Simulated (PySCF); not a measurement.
# CH3NO2Si: the cost of one run

Programs: PySCF 2.14.0, with density-fitted response routines of our own. Each step states its level of theory. These are calculated values for one molecule in the gas phase, unless marked as measured. Atoms count from 0, in the outputs and in this text.

### Step 1. Starting geometry

8 atoms, charge 0, multiplicity 1; geometry from: GFN2-xTB. The atoms were then displaced at random by about 0.01 Å, so the start is not that level's minimum.

Bonds of the start (Å): N0–C1 1.16, C1–Si2 1.89, Si2–O3 1.59, Si2–O4 1.61, Si2–H5 1.46, O3–H6 0.96, O4–H7 0.97.

### Step 2. Geometry optimisation at PBE0-D3(BJ)/def2-SVP

What the job is given:

```
{"job": {"xc": "PBE0", "basis": "def2-SVP", "d3": "d3bj", "grid": 1, "shake": 0.01, "kind": "geom"}, "charge": 0, "multiplicity": 1}
N      2.706110     0.380290    -0.487360
C      1.599180     0.203290    -0.171720
Si    -0.185750    -0.071120     0.384990
O     -0.589170    -1.584940     0.105930
O     -1.137580     0.888060    -0.498890
H     -0.243470     0.147960     1.825050
H     -1.082520    -1.827850    -0.685390
H     -1.011670     1.845170    -0.525070
```

Run with:

```sh
$ OMP_NUM_THREADS=1 python probes_run.py task.json out
```

One launch serves the whole session: the jobs run in the order shown.

**Question.** How long does this first job take on 1 thread of Arm Neoverse V1, shared host, and how much memory does it need?

About 41 s, with a peak of 0.36 GiB.
